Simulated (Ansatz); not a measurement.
# SiGeH7SN: how energies converge with the basis set

Aim: see how fast density functionals converge with the basis set for SiGeH7SN.

The runs use Ansatz 0.2.0, Gaussian basis; one geometry, several basis sets.

The runs, in order: PBE0-D4/def2-SVP; ωB97M-V/def2-SVP; PBE0-D4/def2-QZVPP; ωB97M-V/def2-QZVPP; the functionals' def2-TZVPP values are taken from earlier runs.

## (1) Structure used throughout

The geometry comes from an earlier relaxation with PBE0-D4/def2-TZVP; it is a stationary point, not always the lowest conformer.

11 atoms, charge 0, spin multiplicity 1.

Atoms are counted from 1 here; the program's logs count them from 0.

Bond lengths: N1–Si2 1.708 Å, N1–H5 1.008 Å, N1–H6 1.007 Å, Si2–S3 2.147 Å, Si2–H7 1.486 Å, Si2–H8 1.484 Å, S3–Ge4 2.222 Å, Ge4–H9 1.538 Å, Ge4–H10 1.533 Å, Ge4–H11 1.536 Å. Angles: Si2–N1–H5 120.3°, Si2–N1–H6 119.6°, H5–N1–H6 111.1°, N1–Si2–S3 113.0°, N1–Si2–H7 109.4°, N1–Si2–H8 107.3°, S3–Si2–H7 107.5°, S3–Si2–H8 109.3°, H7–Si2–H8 110.3°, Si2–S3–Ge4 97.0°, S3–Ge4–H9 109.6°, S3–Ge4–H10 106.4°, S3–Ge4–H11 110.1°, H9–Ge4–H10 110.5°, H9–Ge4–H11 109.6°, H10–Ge4–H11 110.7°.

## (2) PBE0-D4 in def2-SVP

Contents of in.yaml:

```yaml
crystal:
  periodic: [false, false, false]
  atoms:
    - {symbol: N, position_ang: [-0.645597, 2.326540, -0.863097]}
    - {symbol: Si, position_ang: [-0.401512, 0.651247, -0.634087]}
    - {symbol: S, position_ang: [1.230949, 0.216210, 0.690801]}
    - {symbol: Ge, position_ang: [0.727129, -1.918665, 1.048456]}
    - {symbol: H, position_ang: [-0.923364, 2.909943, -0.089930]}
    - {symbol: H, position_ang: [-0.055153, 2.831809, -1.504017]}
    - {symbol: H, position_ang: [-1.626952, 0.049066, -0.047016]}
    - {symbol: H, position_ang: [-0.124784, 0.058990, -1.966088]}
    - {symbol: H, position_ang: [0.332059, -2.584940, -0.280523]}
    - {symbol: H, position_ang: [1.990378, -2.571760, 1.621478]}
    - {symbol: H, position_ang: [-0.437754, -2.025541, 2.044522]}
basis:
  gaussian: {orbitals: def2-SVP}
hamiltonian: {xc: pbe0, dispersion: d4}
output: {orbitals: {seedname: orbitals}}
```

The run is started by

```bash
$ ansatz run in.yaml --threads 4 --pin off --events-out ev --progress --plain --max-ram 10444MiB
```

After this run come: ωB97M-V in def2-SVP; PBE0-D4 in def2-QZVPP; ωB97M-V in def2-QZVPP.

Before running them: what should the planned runs give, taken together? Wanted: PBE0-D4: double and triple zeta above quadruple; ωB97M-V: double and triple zeta above quadruple.

**Answer**, as computed:

| quantity | value |
| --- | --- |
| PBE0-D4: double and triple zeta above quadruple | 17.64, 1.93 eV |
| ωB97M-V: double and triple zeta above quadruple | 17.63, 1.86 eV |

In words: For PBE0-D4 the step from double to triple zeta gains 15.71 eV and the next only 1.93 eV. These are total energies; as a rule much of such shifts cancels in differences, which this series doesn't test. The LUMO of ωB97M-V is positive and keeps falling with the basis (2.19 to 1.18 eV): an unbound level that the basis holds in place.
